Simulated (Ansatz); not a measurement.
**SnO: stress in a strained cell**

SnO is deformed so: equal xx and yy strain of -2 %. What stress and forces result, by LAPW, PAW and all-electron datasets made for the crystal?

Program: Ansatz 0.2.0. Level of theory: DFT PBEsol, scalar-relativistic. These are calculated values, not measurements.

## 1. The system as given

Symmetry: P4/nmm, No. 129, tetragonal system. Conventional cell: a = 3.802 Å, b = 3.802 Å, c = 4.836 Å, α = 90.00°, β = 90.00°, γ = 90.00°. Sn (site symmetry 4mm) has 4 O at 2.22 Å as nearest neighbours. O (site symmetry -4m2) is surrounded by 4 Sn at 2.22 Å.

As a file:

```
CELL_PARAMETERS angstrom
3.80200 0.00000 0.00000
0.00000 3.80200 0.00000
0.00000 0.00000 4.83600
ATOMIC_POSITIONS crystal
Sn 0.00000 0.50000 0.23850
Sn 0.50000 0.00000 0.76150
O 0.00000 0.00000 0.00000
O 0.50000 0.50000 0.00000
```

Atoms are numbered in the order of the input: Sn1, Sn2, O3, O4.

## 2. After the deformation

Space group P4/nmm before, P4/nmm after.

## 3. Full-potential LAPW

File input.yaml:

```yaml
crystal:
  lattice:
    - [3.72596, 0.0, 0.0]
    - [0.0, 3.72596, 0.0]
    - [0.0, 0.0, 4.836]
  atoms:
    - { symbol: Sn, position: [0.0, 0.5, 0.2385] }
    - { symbol: Sn, position: [0.5, 0.0, 0.7615] }
    - { symbol: O, position: [0.0, 0.0, 0.0] }
    - { symbol: O, position: [0.5, 0.5, 0.0] }
kpoints:
  mp_grid: { grid: [8, 8, 6] }
  band_path:
    path:
      - [0.0, 0.0, 0.0]
      - [0.0, 0.5, 0.0]
      - [0.5, 0.5, 0.0]
      - [0.0, 0.0, 0.0]
      - [0.0, 0.0, 0.5]
      - [0.0, 0.5, 0.5]
      - [0.5, 0.5, 0.5]
      - [0.0, 0.0, 0.5]
      - [0.0, 0.5, 0.0]
    npoints: 5
scf:
  occupations: { method: fermi_dirac, width: 0.01 }
hamiltonian:
  xc: pbesol
  pseudopotentials: { kind: all_electron, lapw: { basis_error: 0.001 } }
output:
  forces: true
  stress: true
  eigenvalues: true
```

Started as:

```bash
> ansatz run input.yaml --threads 1 --pin off --max-ram 6144MiB --backend cpu --events-out ev --progress --plain --runs-dir out
```

## 4. PAW on the default files

File input.yaml:

```yaml
crystal:
  lattice:
    - [3.72596, 0.0, 0.0]
    - [0.0, 3.72596, 0.0]
    - [0.0, 0.0, 4.836]
  atoms:
    - { symbol: Sn, position: [0.0, 0.5, 0.2385] }
    - { symbol: Sn, position: [0.5, 0.0, 0.7615] }
    - { symbol: O, position: [0.0, 0.0, 0.0] }
    - { symbol: O, position: [0.5, 0.5, 0.0] }
kpoints:
  mp_grid: { grid: [8, 8, 6] }
scf:
  occupations: { method: fermi_dirac, width: 0.01 }
hamiltonian:
  xc: pbesol
  pseudopotentials: { kind: paw }
output:
  forces: true
  stress: true
  eigenvalues: true
  efg: { contact_densities: true }
```

## 5. All-electron PAW on datasets made for the crystal

input.yaml, as its differences from that of step 4:

```diff
@@ -16,3 +16,3 @@
   xc: pbesol
-  pseudopotentials: { kind: paw }
+  pseudopotentials: { kind: all_electron, datasets: crystal }
 output:
```

(Steps that only read results are left out.)

Before running it: what results should come out? Wanted: pressure; largest shear or deviatoric stress.

As calculated:

| quantity | value |
| --- | --- |
| pressure | LAPW 4.49, PAW 4.52, crystal datasets 4.49 GPa |
| largest shear or deviatoric stress (LAPW) | 2.02 GPa |

In words: The largest part of the stress beyond the pressure is 2.02 GPa in size, in the zz component; the atoms are carried along and not relaxed. No run of the undeformed cell stands beside it, so the pressure holds what the given cell had before the change. PAW: stress within 0.03 GPa of LAPW, forces within 3 meV/Å. Crystal datasets: stress within 0.01 GPa of LAPW, forces within 1 meV/Å.
